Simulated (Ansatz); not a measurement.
# Ge2Sb2Te5 (P-3m1) in Ansatz: notebook

One crystal, Ge2Sb2Te5, is run at these levels: PBE; tasks: single point.

Program: Ansatz 0.2.0. These are calculated values, not measurements. Logs are shortened: lines on timing, memory, paths and dates and some standing lists are left out, and cuts for length are marked.

## Step 1: The structure

It takes space group P-3m1 (No. 164, trigonal). Conventional cell: a = 4.294 Å, b = 4.294 Å, c = 17.101 Å, α = 90.00°, β = 90.00°, γ = 120.00°. Around Te (site symmetry 3m) lie 3 Sb at 3.01 Å. Around Te (site symmetry 3m) lie 3 Ge at 3.00 Å and 3 Sb at 3.20 Å. Te (site symmetry -3m) is surrounded by 6 Ge at 3.04 Å. Sb (site symmetry 3m) is surrounded by 6 Te at 3.01 to 3.20 Å. Ge (site symmetry 3m) has 6 Te at 3.00 to 3.04 Å as nearest neighbours.

The cell comes from a database or a generator and needn't be the stable form of this composition.

## Step 2: Single point, PBE

File input.yaml:

```yaml
crystal:
  lattice:
    - [4.2940644248, 0.0, 0.0]
    - [-2.1470322124, 3.7187688774, 0.0]
    - [0.0, 0.0, 17.101346]
  atoms:
    - { symbol: Te, position: [0.6666666667, 0.3333333333, 0.419892] }
    - { symbol: Te, position: [0.3333333333, 0.6666666667, 0.580108] }
    - { symbol: Te, position: [0.3333333333, 0.6666666667, 0.201542] }
    - { symbol: Te, position: [0.6666666667, 0.3333333333, 0.798458] }
    - { symbol: Te, position: [0.0, 0.0, 0.0] }
    - { symbol: Sb, position: [0.0, 0.0, 0.320068] }
    - { symbol: Sb, position: [0.0, 0.0, 0.679932] }
    - { symbol: Ge, position: [0.6666666667, 0.3333333333, 0.102895] }
    - { symbol: Ge, position: [0.3333333333, 0.6666666667, 0.897105] }
hamiltonian:
  xc: pbe
  pseudopotentials: { kind: paw }
kpoints:
  mp_grid: { grid: [7, 7, 2] }
scf:
  occupations: { method: gaussian, width: 0.013 }
output:
  forces: true
  stress: true
  eigenvalues: true
  write_density: true
  write_potential: true
  elf: true
  volumetric_format: npy
```

Potentials or basis: Ansatz PAW.

Launch:

```console
$ ansatz run input.yaml --threads 4 --pin off --max-ram 11264MiB --backend cpu --events-out ev --progress --plain --runs-dir out
```

The program printed:

```text
Warning: RAYON_NUM_THREADS=4 ignored (pool sized by the plan → 4); use --threads N
Engine: ansatz 0.2.0, aarch64-unknown-linux-gnu
Pseudopotentials: kind: paw
Pseudopotential: Te, paw, valence charge 16, recommended cutoff 420 eV (normal), Te.paw.azcp
Pseudopotential: Sb, paw, valence charge 15, recommended cutoff 420 eV (normal), Sb.paw.azcp
Pseudopotential: Ge, paw, valence charge 14, recommended cutoff 420 eV (normal), Ge.paw.azcp
Functional definition: PBE
  parameter kappa = 0.804
  parameter beta = 0.06672455060314922
  exchange = pbe_x(kappa = kappa, mu = beta*pi^2/3)
  correlation = pbe_c(beta = beta)
Crystal: 9 atoms, lattice volume = 273.085 Å³
Basis set: ecut = 420 eV, 5295 PW (Γ), exchange–correlation on 60×60×240 points (8 copies of the dense FFT grid, shifted against one another)
Bands: 83, of which v1, the nominal top of the filled ones, is band 69 counted from 1 (68 counted from 0)
Symmetry: 12 space group operations
Space group: P-3m1 (ITA 164), of the structure as read, at distance tolerance 6.5e-5 Å
k-points: 16 of 98
Non-local potential: Te, projectors of the file, l = 0: 2, l = 1: 2, l = 2: 2, l = 3: 2
Non-local potential: Sb, projectors of the file, l = 0: 2, l = 1: 2, l = 2: 2, l = 3: 2
Non-local potential: Ge, projectors of the file, l = 0: 2, l = 1: 2, l = 2: 3, l = 3: 1
PAW form: soft (Blöchl's): semilocal exchange-correlation on the pseudo side does not see the compensation charge
PAW one-centre angular grid: Te, 590 points (default); XC on 64 Gauss nodes
PAW one-centre angular grid: Sb, 590 points (default); XC on 64 Gauss nodes
PAW one-centre angular grid: Ge, 590 points (default); XC on 64 Gauss nodes
Initial density: superposition of atomic densities (neutral atoms: chi_scale 0, normalization atom), corrected by the library's trained network
Initial wavefunctions: pseudopotential atomic-orbital guess
Functional: x = pbe(κ = 0.804, μ = 0.2195149727645171), c = pbe(β = 0.06672455060314922)
SCF iter   1: F=—  HF=-56459.680572 eV  |F-HF|=—  |Δ(HF+E_count)|=         —  Δρ=1.41e-3  dr2=1.06e-1  ethr=1.77e-3  ⟨swp⟩=6.3  Hψ=4991  notcnv=0  defer=9
preconditioner: auto → Resta (q_TF=auto, 2.435 Å⁻¹)  ε∞=4.6  [insulator: Δε(μ)=0.262 eV  Ē_g=8.225 eV  σ=0.013 eV  W_gap=1.00  n_scr=66 (ndim 8)  ℏωp=15.6 eV  f_vac=0.012  D(μ)=0.00/eV (n_scr^D=0)  ε∞_Penn≈4.6]
SCF iter   2: F=—  HF=-56459.679067 eV  |F-HF|=—  |Δ(HF+E_count)|=   1.51e-3  Δρ=1.68e-3  dr2=1.84e-1  ethr=7.69e-5  ⟨swp⟩=3.0  Hψ=1979  notcnv=0  defer=119
SCF iter   3: F=—  HF=-56459.670107 eV  |F-HF|=—  |Δ(HF+E_count)|=   8.96e-3  Δρ=5.34e-4  dr2=1.86e-3  ethr=7.69e-5  ⟨swp⟩=2.2  Hψ=1390  notcnv=0  defer=119
SCF iter   4: F=—  HF=-56459.670351 eV  |F-HF|=—  |Δ(HF+E_count)|=   2.44e-4  Δρ=2.01e-4  dr2=1.75e-4  ethr=1.35e-6  ⟨swp⟩=2.0  Hψ=1595  notcnv=0  defer=119
SCF iter   5: F=—  HF=-56459.670385 eV  |F-HF|=—  |Δ(HF+E_count)|=   3.36e-5  Δρ=6.73e-5  dr2=1.24e-5  ethr=1.27e-7  ⟨swp⟩=2.0  Hψ=1608  notcnv=0  defer=119
SCF iter   6: F=—  HF=-56459.670218 eV  |F-HF|=—  |Δ(HF+E_count)|=   1.67e-4  Δρ=2.46e-5  dr2=2.62e-6  ethr=9.02e-9  ⟨swp⟩=2.1  Hψ=2431  notcnv=0  defer=119
SCF iter   7: F=—  HF=-56459.670219 eV  |F-HF|=—  |Δ(HF+E_count)|=   1.56e-6  Δρ=7.99e-6  dr2=2.93e-7  ethr=1.90e-9  ⟨swp⟩=2.0  Hψ=1593  notcnv=0  defer=119
SCF iter   8: F=-56459.670220 eV  HF=-56459.670220 eV  |F-HF|=1.12e-8  |Δ(HF+E_count)|=   3.17e-7  Δρ=2.62e-6  dr2=2.80e-8  ethr=7.25e-11  ⟨swp⟩=16.2  Hψ=10475  notcnv=0
SCF 1 converged in 8 iterations: F = -56459.670220 eV  dr2 = 2.80e-8
SCF converged after 8 iterations
Free energy (F): -56459.670220 eV
Harris-Foulkes:  -56459.670220 eV  (|F-HF|=1.12e-8)
Internal energy: -56459.670220 eV  (E = F + TS)
E sigma→0 (E₀):  -56459.670220 eV
Fermi energy:    9.331115 eV
--- Per-component energies (eV) ---
  E_band       = -1937.951118
  E_kinetic    = 1530.302909
  E_local      = -14575.016189  (includes V_loc(G=0)·N_el)
  E_nonlocal   = -2.169185
  E_hartree    = 7718.519625
  E_xc         = -1047.461617
  E_vxc        = -839.021025  (∫ρ·V_xc dr)
  E_paw        = -36488.211218  (= ΣΔE_a)
  E_vpaw       = -3489.077664  (= ΣTr[D̂ρ^β])
  E_aug_tail   = -0.000341  (compensation charges beyond the density's cutoff)
  E_ewald      = -13595.634202
  E_smearing   = -0.000000  (= −TS)
  E_closure    = 0.000000  (closes the sum)
  Σ components = -56459.670220   (vs F -56459.670220, Δ=0.00e0)
--- Forces (eV/Å), atoms counted from 1 ---
  atom   1  Te     0.00000000     0.00000000    -0.05378864
  atom   2  Te    -0.00000000    -0.00000000     0.05378864
  atom   3  Te     0.00000000     0.00000000    -0.04283314
  atom   4  Te    -0.00000000    -0.00000000     0.04283314
  atom   5  Te     0.00000000    -0.00000000     0.00000000
  atom   6  Sb     0.00000000    -0.00000000    -0.06483253
  atom   7  Sb     0.00000000     0.00000000     0.06483253
  atom   8  Ge     0.00000000    -0.00000000    -0.09106551
  atom   9  Ge    -0.00000000     0.00000000     0.09106551
  max |Σ_I F_I| component: 1.39e-17 eV/Å
--- Stress (GPa, compression-positive) ---
        0.315511       0.000000      -0.000000
       -0.000000       0.315511      -0.000000
       -0.000000      -0.000000       0.348144
  P = ⅓ Tr σ = 0.3264 GPa (3.264 kbar)
--- Band table (eV; the first three rows and the last of 16) ---
  k-point 0: bands = ["-27.9348", "-27.9348", "-27.9333", "-27.9333", "-27.9273", "-27.9273", "-27.9239", "-27.9239", "-27.9238", "-27.9228", "-27.7027", "-27.7027", "-27.6988", "-27.6988", "-27.6988", "-27.6988", "-27.6830", "-27.6830", "-27.6830", "-27.6830", "-27.5804", "-27.5804", "-27.5802", "-27.5775", "-27.5775", "-20.5315", "-20.5315", "-20.5315", "-20.5315", "-20.5285", "-20.5285", "-20.5264", "-20.5264", "-20.5264", "-20.5264", "-15.7697", "-15.7697", "-15.7689", "-15.7689", "-15.7659", "-15.7657", "-15.7651", "-15.7651", "-15.7643", "-15.7643", "-3.9575", "-3.6818", "-3.3419", "-2.5671", "-2.2455", "0.5476", "0.6127", "2.2700", "3.3167", "6.4962", "7.0800", "7.0800", "7.2114", "7.2114", "7.2570", "7.5917", "7.5917", "7.6292", "7.6292", "7.9286", "7.9286", "8.0505", "8.3635", "9.1927", "9.4700", "9.4700", "9.5179", "10.1113", "10.1113", "10.1850", "10.6883", "10.6883", "10.8402", "11.9093", "11.9538", "11.9538", "14.0613", "14.0862"]
  k-point 1: bands = ["-27.9348", "-27.9348", "-27.9333", "-27.9333", "-27.9273", "-27.9273", "-27.9239", "-27.9239", "-27.9238", "-27.9228", "-27.7027", "-27.7027", "-27.6988", "-27.6988", "-27.6988", "-27.6988", "-27.6830", "-27.6830", "-27.6830", "-27.6830", "-27.5804", "-27.5804", "-27.5802", "-27.5775", "-27.5775", "-20.5315", "-20.5315", "-20.5315", "-20.5315", "-20.5285", "-20.5285", "-20.5264", "-20.5264", "-20.5264", "-20.5264", "-15.7697", "-15.7697", "-15.7689", "-15.7689", "-15.7659", "-15.7657", "-15.7651", "-15.7651", "-15.7643", "-15.7643", "-3.9125", "-3.7957", "-3.1351", "-2.8486", "-2.0694", "0.1580", "1.1784", "1.9400", "3.4676", "6.3633", "7.0823", "7.0823", "7.2075", "7.2075", "7.5385", "7.5385", "7.5464", "7.7521", "7.7521", "7.7726", "7.8486", "7.8486", "8.4954", "9.0566", "9.6954", "9.6954", "9.7632", "9.7632", "9.7687", "9.9761", "10.8946", "10.8946", "10.9010", "11.8655", "11.8655", "11.9157", "14.0222", "14.1601"]
  k-point 2: bands = ["-27.9347", "-27.9346", "-27.9333", "-27.9330", "-27.9275", "-27.9274", "-27.9244", "-27.9238", "-27.9235", "-27.9224", "-27.7026", "-27.7026", "-27.6989", "-27.6989", "-27.6988", "-27.6988", "-27.6830", "-27.6830", "-27.6827", "-27.6827", "-27.5805", "-27.5804", "-27.5801", "-27.5775", "-27.5773", "-20.5317", "-20.5317", "-20.5307", "-20.5307", "-20.5281", "-20.5280", "-20.5270", "-20.5270", "-20.5266", "-20.5266", "-15.7702", "-15.7695", "-15.7692", "-15.7687", "-15.7657", "-15.7655", "-15.7650", "-15.7649", "-15.7644", "-15.7641", "-3.7785", "-3.5064", "-3.1783", "-2.4384", "-2.1375", "0.5709", "0.6140", "1.9949", "2.9108", "5.6711", "6.0478", "6.2083", "6.6067", "6.6357", "6.7247", "6.8420", "7.2515", "7.5409", "7.5676", "7.8896", "8.0461", "8.1229", "8.3969", "8.9719", "9.7282", "9.7909", "10.2175", "10.3217", "10.4717", "10.5974", "11.1459", "11.1770", "11.6595", "12.1448", "12.1849", "12.5744", "13.3904", "13.9061"]
  k-point 15: bands = ["-27.9342", "-27.9332", "-27.9327", "-27.9317", "-27.9289", "-27.9272", "-27.9264", "-27.9233", "-27.9219", "-27.9217", "-27.7019", "-27.7019", "-27.6993", "-27.6993", "-27.6991", "-27.6991", "-27.6824", "-27.6824", "-27.6819", "-27.6819", "-27.5808", "-27.5806", "-27.5794", "-27.5770", "-27.5765", "-20.5309", "-20.5309", "-20.5288", "-20.5288", "-20.5284", "-20.5284", "-20.5278", "-20.5278", "-20.5259", "-20.5259", "-15.7713", "-15.7706", "-15.7699", "-15.7690", "-15.7651", "-15.7649", "-15.7642", "-15.7641", "-15.7639", "-15.7634", "-2.1807", "-2.0640", "-1.8732", "-1.8470", "-1.6485", "-0.3933", "-0.3757", "0.8173", "0.8779", "4.1793", "4.2036", "4.5245", "4.5906", "4.7399", "5.2981", "5.4700", "5.7585", "5.9224", "6.6237", "6.8558", "7.5911", "7.8544", "8.1188", "8.3205", "10.1241", "10.2215", "10.7564", "10.8479", "11.5335", "11.6883", "12.6255", "12.8380", "12.8521", "13.6768", "14.0028", "14.1932", "14.2710", "14.3691"]
```

Run time: 6 s. Hardware: 4 threads of Arm Neoverse V2, shared host; peak memory 0.98 GiB.

Results:

```
Free energy            : -56459.6702 eV
Pressure               : 0.3 GPa
Largest force          : 0.091 eV/Å
Band gap on the k mesh : 0.28 eV, direct
```

Forces in eV/Å, atoms in the order of the input:
```
Te   0.000  0.000 -0.054
Te   0.000  0.000  0.054
Te   0.000  0.000 -0.043
Te   0.000  0.000  0.043
Te   0.000  0.000  0.000
Sb   0.000  0.000 -0.065
Sb   0.000  0.000  0.065
Ge   0.000  0.000 -0.091
Ge   0.000  0.000  0.091
```

Caveat: odd divisions of the mesh miss points on the zone boundary, where band edges often lie, so the gap on the mesh can be too wide; spin-orbit coupling is left out, which moves the levels of the heavy elements. A k mesh can miss the band edges.

## Step 3: Single point, PBE

input.yaml, as its differences from that of step 2:

```diff
@@ -21,3 +21,3 @@
 scf:
-  occupations: { method: gaussian, width: 0.013 }
+  occupations: { method: gaussian, width: 0.014 }
 output:
@@ -26,5 +26 @@
   eigenvalues: true
-  write_density: true
-  write_potential: true
-  elf: true
-  volumetric_format: npy
```

Potentials or basis: Ansatz PAW.

Launch:

```console
$ ansatz run input.yaml --threads 4 --pin off --max-ram 11264MiB --backend cpu --events-out ev --progress --plain --runs-dir out
```

It took 4.1 s on 4 threads of Arm Neoverse V2, shared host; peak memory 0.98 GiB.

Results (log left out):

```yaml
Free_energy: -56459.6702 eV
Pressure: 0.3 GPa
Largest_force: 0.091 eV/Å
Band_gap_on_the_k_mesh: 0.28 eV, direct
```

Forces in eV/Å, atoms in the order of the input:
```
Te   0.000  0.000 -0.054
Te   0.000  0.000  0.054
Te   0.000  0.000 -0.043
Te   0.000  0.000  0.043
Te   0.000  0.000  0.000
Sb   0.000  0.000 -0.065
Sb   0.000  0.000  0.065
Ge   0.000  0.000 -0.091
Ge   0.000  0.000  0.091
```

Levels at points of the mesh, in eV from the valence-band top:
```
            k point  band 66  band 67  band 68  band 69  band 70  band 71  band 72  band 73
 (0.00, 0.00, 0.00)    -1.26    -1.14    -0.83     0.00     0.28     0.28     0.33     0.92
(0.00, 0.00, -0.50)    -1.34    -1.34    -0.70    -0.14     0.50     0.50     0.57     0.57
```

Caveat: odd divisions of the mesh miss points on the zone boundary, where band edges often lie, so the gap on the mesh can be too wide; spin-orbit coupling is left out, which moves the levels of the heavy elements. A k mesh can miss the band edges.
